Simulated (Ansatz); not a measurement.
# Mg6O6F: the cost of one run

Program: Ansatz 0.2.0. Level of theory: DFT PBE, plane waves, PAW, scalar-relativistic, no spin polarisation. These are calculated values, not measurements.

The COD cell was measured well above room temperature, so it is larger than a cold one.

**1. Starting point**

The cell holds 26 atoms (F2Mg12O12): a = 6.238 Å, b = 6.238 Å, c = 18.367 Å, α = 90.00°, β = 90.00°, γ = 60.00°.

Structure file:

```xyz
26
Lattice="6.2384 0.0000 0.0000 3.1192 5.4026 0.0000 0.0000 0.0000 18.3670" Properties=species:S:1:pos:R:3 pbc="T T T"
Mg    0.0000    0.0000    1.0000
O     4.6788    4.5022    2.2734
Mg    1.5596    2.7013    1.0000
O     3.1192    1.8009    2.2734
Mg    3.1192    0.0000    1.0000
O     7.7980    4.5022    2.2734
Mg    4.6788    2.7013    1.0000
O     6.2384    1.8009    2.2734
Mg    6.2384    3.6017    3.5468
O     1.5596    2.7013    4.8202
Mg    4.6788    0.9004    3.5468
O     0.0000    0.0000    4.8202
Mg    3.1192    3.6017    3.5468
O     4.6788    2.7013    4.8202
Mg    1.5596    0.9004    3.5468
O     3.1192    0.0000    4.8202
Mg    3.1192    1.8009    6.0936
O     4.6788    0.9004    7.3670
Mg    4.6788    4.5022    6.0936
O     6.2384    3.6017    7.3670
Mg    6.2384    1.8009    6.0936
O     1.5596    0.9004    7.3670
Mg    7.7980    4.5022    6.0936
O     3.1192    3.6017    7.3670
F     3.0483    3.6368    9.1270
F     3.8271    4.8241    9.1770
```

**2. End point A**

The input, input.yaml:

```yaml
crystal:
  lattice:
    - [6.238379, 0.0, 0.0]
    - [3.119189, 5.402595, 0.0]
    - [0.0, 0.0, 18.367019]
  atoms:
    - { symbol: Mg, position: [0.0, 0.0, 0.0544454] }
    - { symbol: O, position: [0.3333333, 0.8333333, 0.1237764] }
    - { symbol: Mg, position: [0.0, 0.5, 0.0544454] }
    - { symbol: O, position: [0.3333333, 0.3333333, 0.1237764] }
    - { symbol: Mg, position: [0.5, 0.0, 0.0544454] }
    - { symbol: O, position: [0.8333333, 0.8333333, 0.1237764] }
    - { symbol: Mg, position: [0.5, 0.5, 0.0544454] }
    - { symbol: O, position: [0.8333333, 0.3333333, 0.1237764] }
    - { symbol: Mg, position: [0.6666667, 0.6666667, 0.1931074] }
    - { symbol: O, position: [0.0, 0.5, 0.2624384] }
    - { symbol: Mg, position: [0.6666667, 0.1666667, 0.1931074] }
    - { symbol: O, position: [0.0, 0.0, 0.2624384] }
    - { symbol: Mg, position: [0.1666667, 0.6666667, 0.1931074] }
    - { symbol: O, position: [0.5, 0.5, 0.2624384] }
    - { symbol: Mg, position: [0.1666667, 0.1666667, 0.1931074] }
    - { symbol: O, position: [0.5, 0.0, 0.2624384] }
    - { symbol: Mg, position: [0.3333333, 0.3333333, 0.3317694] }
    - { symbol: O, position: [0.6666667, 0.1666667, 0.4011004] }
    - { symbol: Mg, position: [0.3333333, 0.8333333, 0.3317694] }
    - { symbol: O, position: [0.6666667, 0.6666667, 0.4011004] }
    - { symbol: Mg, position: [0.8333333, 0.3333333, 0.3317694] }
    - { symbol: O, position: [0.1666667, 0.1666667, 0.4011004] }
    - { symbol: Mg, position: [0.8333333, 0.8333333, 0.3317694] }
    - { symbol: O, position: [0.1666667, 0.6666667, 0.4011004] }
    - { symbol: F, position: [0.1520518, 0.6731585, 0.4969243] }
    - { symbol: F, position: [0.1670193, 0.8929286, 0.4996466] }
basis:
  ecutwfc: 420.0
kpoints:
  mp_grid: { grid: [2, 2, 1] }
hamiltonian:
  xc: pbe
  pseudopotentials: { kind: paw, azcp: { folder: soft_1 } }
scf:
  occupations: { method: fermi_dirac, width: 0.02 }
  lower_state_search: "off"
relax:
  f_tol: 0.03
  max_steps: 60
  adjacent_minimum: "off"
  constraints: [{ sites: [0, 1, 2, 3, 4, 5, 6, 7] }]
```

Command:

```console
ansatz run input.yaml --threads 2 --pin off --max-ram 5120MiB --backend cpu --events-out ev --progress --plain --runs-dir out
```

**Question.** How long does this run take on 2 threads of Intel Xeon 6975P-C (Granite Rapids), shared host, and how much memory does it need?

About 8 min, with a peak of 1.2 GiB.
